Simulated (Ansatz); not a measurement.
# Fe: the cost of one run

Method: DFT PBE, with the methods named in each step, in Ansatz 0.2.0.

The COD entry's cell or inner coordinates are ideal or old and differ from later refinements, so a difference from it is no clean test against experiment.

### Step 1. The system as given

It takes space group Im-3m (No. 229, cubic). The conventional cell has a = 2.886 Å, b = 2.886 Å, c = 2.886 Å, α = 90.00°, β = 90.00°, γ = 90.00°. Fe (site symmetry m-3m) has 8 Fe at 2.50 Å as nearest neighbours.

As a file:

```
CELL_PARAMETERS angstrom
-1.44300 1.44300 1.44300
1.44300 -1.44300 1.44300
1.44300 1.44300 -1.44300
ATOMIC_POSITIONS crystal
Fe 0.00000 0.00000 0.00000
```

Where an Elk run is restarted with further inputs, its INFO.OUT and LSJ.OUT are those of the last start.

The cell forces parallel moments, which needn't be the real order.

Elk's input and logs are in atomic units (hartree, bohr).

### Step 2. Collinear moments, PAW

File input.yaml:

```yaml
crystal:
  lattice:
    - [-1.443, 1.443, 1.443]
    - [1.443, -1.443, 1.443]
    - [1.443, 1.443, -1.443]
  atoms:
    - { symbol: Fe, position: [0.0, 0.0, 0.0], spin: 3.0 }
magnetization:
  spin_polarized: true
kpoints:
  mp_grid: { grid: [12, 12, 12] }
scf:
  occupations: { method: fermi_dirac, width: 0.05 }
  lower_state_search: "off"
hamiltonian:
  xc: pbe
  pseudopotentials: { kind: paw }
output:
  forces: true
  stress: true
  eigenvalues: true
```

Command:

```console
ansatz run input.yaml --threads 2 --pin off --max-ram 3072MiB --backend cpu --events-out ev --progress --plain --runs-dir out
```

What time and memory should one allow on 2 threads of Arm Neoverse N1, shared host?

About 1.9 s, with a peak of 0.25 GiB.
